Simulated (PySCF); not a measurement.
# Mo2O: the cost of one run

Program: PySCF 2.14.0. Level of theory: each script names its method and basis. These are calculated values, not measurements.

1 further run of the same task is left out (it didn't finish). Runs told in other sessions of the task aren't counted.

## Step 1: The starting structure

OMo2: 3 atoms, charge 0, spin multiplicity 1.

Bond lengths: O1–Mo2 1.826 Å, O1–Mo3 1.826 Å, Mo2–Mo3 2.479 Å. Angles: Mo2–O1–Mo3 85.5°, O1–Mo2–Mo3 47.2°, O1–Mo3–Mo2 47.2°.

## Step 2: Base script

The input, input.py:

```python
from pyscf import gto, dft

mol = gto.M(
    atom='O 0 0 -1.2392; Mo 1.2395 0 0.1012; Mo -1.2395 0 0.1012',
    basis='sto-3g',
    charge=0,
    spin=0,
    symmetry=True,
    verbose=3,
)
mf = dft.RKS(mol, xc='pbesol')
mf.kernel()
mf.analyze()
print('orbital energies (hartree):', mf.mo_energy[..., max(0, mol.nelec[1]-3):mol.nelec[0]+3].round(4))
```

Command:

```sh
$ OMP_NUM_THREADS=1 python input.py
```

**Question.** How long does this run take on 1 thread of Arm Neoverse N1, shared host, and how much memory does it need?

About 9.1 s, with a peak of 0.29 GiB.
